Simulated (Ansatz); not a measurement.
# CH8SeSn: the cost of one run

All numbers below are computed with Ansatz 0.2.0 (RKS PBE/def2-SVP).

1 further run of the same task is left out (it didn't finish).

## (1) The starting structure

Bond lengths: Sn1–C2 2.514 Å, Sn1–H3 1.713 Å, Sn1–H4 1.775 Å, Sn1–H5 1.709 Å, Sn1–Se7 3.025 Å, C2–H8 1.082 Å, C2–H9 1.092 Å, C2–H10 1.083 Å, Se7–H11 1.438 Å. Angles (14 of 17 angles, heavy atoms first): C2–Sn1–Se7 73.3°, Sn1–C2–H8 89.5°, Sn1–C2–H9 162.8°, Sn1–C2–H10 78.6°, C2–Sn1–H3 81.1°, C2–Sn1–H4 166.5°, C2–Sn1–H5 88.2°, H3–Sn1–Se7 123.8°, H4–Sn1–Se7 94.6°, H5–Sn1–Se7 112.4°, Sn1–Se7–H11 88.0°, H8–C2–H9 104.8°, H8–C2–H10 113.5°, H9–C2–H10 103.6°.

Structure file:

```xyz
11

Sn   -0.8188   -0.9794    0.2978
C     0.2793    0.8837   -0.9843
H    -0.1617   -1.8960   -0.9914
H    -1.2575   -2.2568    1.4490
H    -2.3236   -0.2312   -0.0113
H     0.4848    1.0489    0.3757
Se    0.8546    0.5747    2.2819
H     0.9553    0.1657   -1.4288
H     0.6790    1.8587   -1.2704
H    -0.7101    0.8747   -1.4237
H     2.0187   -0.0428    1.7054
```

## (2) Pulling towards end A

Springs on the bonds that form and break draw the guess towards this end; the thresholds are loose.

File input.yaml:

```yaml
crystal:
  periodic: [false, false, false]
  atoms:
    - { symbol: Sn, position_ang: [-0.8188, -0.9794, 0.2978] }
    - { symbol: C, position_ang: [0.2793, 0.8837, -0.9843] }
    - { symbol: H, position_ang: [-0.1617, -1.896, -0.9914] }
    - { symbol: H, position_ang: [-1.2575, -2.2568, 1.449] }
    - { symbol: H, position_ang: [-2.3236, -0.2312, -0.0113] }
    - { symbol: H, position_ang: [0.4848, 1.0489, 0.3757] }
    - { symbol: Se, position_ang: [0.8546, 0.5747, 2.2819] }
    - { symbol: H, position_ang: [0.9553, 0.1657, -1.4288] }
    - { symbol: H, position_ang: [0.679, 1.8587, -1.2704] }
    - { symbol: H, position_ang: [-0.7101, 0.8747, -1.4237] }
    - { symbol: H, position_ang: [2.0187, -0.0428, 1.7054] }
basis:
  gaussian: { orbitals: def2-SVP }
hamiltonian:
  xc: pbe
relax:
  f_tol: 0.15
  max_steps: 25
  restrain:
    - { distance: [0, 6], at: 3.89, k: 30.0 }
    - { distance: [5, 1], at: 2.37, k: 30.0 }
    - { distance: [0, 1], at: 2.15, k: 30.0 }
    - { distance: [5, 6], at: 1.51, k: 30.0 }
output:
  orbitals: {}
```

Run with:

```console
$ ansatz run input.yaml --threads 2 --pin off --max-ram 3072MiB --backend cpu --events-out ev --progress --plain --runs-dir out
```

**Question.** How long does this run take on 2 threads of Arm Neoverse V1, shared host, and how much memory does it need?

About 37 s, with a peak of 0.15 GiB.
